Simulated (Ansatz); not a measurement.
# CH₃BClNSe: one species, many methods

The task here is to estimate one member of a computed series from the others.

Method: functionals in def2-TZVPP, the program's frozen cores in correlated methods; program: Ansatz 0.2.0, Gaussian basis.

The runs, in order: LDA (SPW92), PBE-D4, revPBE-D4, BLYP-D4, r2SCAN-D4, B97M-V, PBE0-D4, B3LYP-D4, r2SCANh-D4, r2SCAN0-D4, HSE06-D4, BHLYP-D4, CAM-B3LYP-D4, LC-ωPBE, ωB97X-V, ωB97M-V, B2PLYP, PBE-QIDH; CCSD(T)/def2-SVP; CCSD(T)/def2-TZVPP; MP2/def2-QZVPP; extrapolation to the limit; RPA on PBE.

## The relaxed structure

An earlier PBE0-D4 in a triple-zeta def2 set relaxation fixed the geometry.

SMILES `ClB1NC[Se]1`, 8 atoms, charge 0, spin multiplicity 1.

Atoms are counted from 1 here; the program's logs count them from 0.

Bond lengths: Cl1–B2 1.741 Å, B2–N3 1.393 Å, B2–Se5 1.967 Å, N3–C4 1.444 Å, N3–H6 1.006 Å, C4–Se5 1.985 Å, C4–H7 1.091 Å, C4–H8 1.091 Å. Angles: Cl1–B2–N3 130.0°, Cl1–B2–Se5 134.1°, N3–B2–Se5 95.9°, B2–N3–C4 102.6°, B2–N3–H6 133.7°, C4–N3–H6 123.7°, N3–C4–Se5 93.4°, N3–C4–H7 114.2°, N3–C4–H8 114.2°, Se5–C4–H7 111.2°, Se5–C4–H8 111.2°, H7–C4–H8 111.4°, B2–Se5–C4 68.1°.

The first run:

Contents of in.yaml:

```yaml
crystal:
  periodic: [false, false, false]
  atoms:
    - {symbol: Cl, position_ang: [-2.377357, 1.525367, 0.577997]}
    - {symbol: B, position_ang: [-0.987025, 0.658055, -0.008979]}
    - {symbol: N, position_ang: [-0.016949, -0.057655, 0.689720]}
    - {symbol: C, position_ang: [0.848077, -0.528376, -0.366577]}
    - {symbol: Se, position_ang: [-0.229775, 0.331823, -1.794739]}
    - {symbol: H, position_ang: [0.134309, -0.255590, 1.664797]}
    - {symbol: H, position_ang: [0.862852, -1.612588, -0.483523]}
    - {symbol: H, position_ang: [1.858069, -0.118139, -0.334496]}
basis:
  gaussian: {orbitals: def2-TZVPP}
hamiltonian: {xc: lda}
output: {orbitals: {seedname: orbitals}}
```

Among the steps run: LDA; PBE-D4 (GGA); revPBE-D4 (GGA); BLYP-D4 (GGA); r2SCAN-D4 (meta-GGA); B97M-V (meta-GGA); PBE0-D4 (hybrid); B3LYP-D4 (hybrid); r2SCANh-D4 (hybrid); r2SCAN0-D4 (hybrid); HSE06-D4 (hybrid); BHLYP-D4 (hybrid); CAM-B3LYP-D4 (range-separated); LC-ωPBE (range-separated); ωB97X-V (range-separated); ωB97M-V (range-separated); B2PLYP (double hybrid); PBE-QIDH (double hybrid).

One of the session's tables, all rows but one given; the rest of the session is left out.

It belongs to the step «Frontier levels by functional». 

```
  functional  HOMO (eV)  gap (eV)
 LDA (SPW92)      -5.79      4.28
      PBE-D4      -5.63      4.31
   revPBE-D4      -5.57      4.34
     BLYP-D4      -5.45      4.24
   r2SCAN-D4      -5.89      4.79
      B97M-V      -5.95      4.90
     PBE0-D4      -6.77      6.38
    B3LYP-D4      -6.53      5.89
  r2SCANh-D4      -6.31      5.56
  r2SCAN0-D4      -6.95      6.69
    HSE06-D4      -6.38      5.60
    BHLYP-D4      -7.75      8.29
CAM-B3LYP-D4      -8.04      8.70
     LC-ωPBE      -9.41     11.28
     ωB97X-V          ?         ?
     ωB97M-V      -8.92     10.42
```

Q: Estimate the row for ωB97X-V from the others.

**Answer.** HOMO (eV): -9.06; gap (eV): 10.78. In the column «HOMO (eV)» it lies between LC-ωPBE (-9.41) and ωB97M-V (-8.92).
